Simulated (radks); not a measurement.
# Sn⁴⁺ in [Kr] 4d9 5p1: an all-electron calculation

The task here is to estimate one member of a computed series from the others.

Method: Dirac Kohn-Sham, RPBE, spin-unpolarised, spherical densities, finite nucleus; open shells fill j = l - 1/2 first. Code: radks (a radial shooting solver on a logarithmic mesh, Libxc functionals) version 1.

**Starting point**

```
element            : tin (Z = 50)
charge             : +4
electrons          : 46
configuration      : [Kr] 4d9 5p1
nuclear rms radius : 4.6519 fm
```

Set-up of the first run:

Input:

```text
Z 50
configuration [Kr] 4d9 5p1
relativity Dirac
functional rpbe,pbe
spin unpolarised
j_filling energy
nucleus finite rms 4.6519 fm
c 137.035999084
```

One table of the session follows, with a row left open; its other results are not shown here.

It belongs to the step «Orbitals and density». Radial moments (bohr):

| level | <r> | outermost maximum (interpolated) | 90 % within | nodes |
| --- | --- | --- | --- | --- |
| 1s1/2 | 0.02905 | 0.0188 | 0.0522 | 0 |
| 2s1/2 | 0.1251 | 0.106 | 0.194 | 1 |
| 2p1/2 | ? | ? | ? | ? |
| 2p3/2 | 0.1112 | 0.0863 | 0.181 | 0 |
| 3s1/2 | 0.3389 | 0.308 | 0.499 | 2 |
| 3p1/2 | 0.3298 | 0.294 | 0.496 | 1 |
| 3p3/2 | 0.3409 | 0.304 | 0.512 | 1 |
| 3d3/2 | 0.3124 | 0.249 | 0.493 | 0 |
| 3d5/2 | 0.3159 | 0.252 | 0.497 | 0 |
| 4s1/2 | 0.8141 | 0.745 | 1.18 | 3 |
| 4p1/2 | 0.8576 | 0.770 | 1.26 | 2 |
| 4p3/2 | 0.8855 | 0.794 | 1.30 | 2 |
| 4d3/2 | 1.037 | 0.871 | 1.58 | 1 |
| 4d5/2 | 1.048 | 0.880 | 1.60 | 1 |
| 5p1/2 | 2.242 | 2.02 | 3.23 | 3 |
| 5p3/2 | 2.304 | 2.08 | 3.31 | 3 |

Q: Estimate the row for 2p1/2 from the others.

**Answer.** <r>: 0.1058; outermost maximum (interpolated): 0.0818; 90 % within: 0.173; nodes: 0. In the column «<r>» it lies between 1s1/2 (0.02905) and 2p3/2 (0.1112).
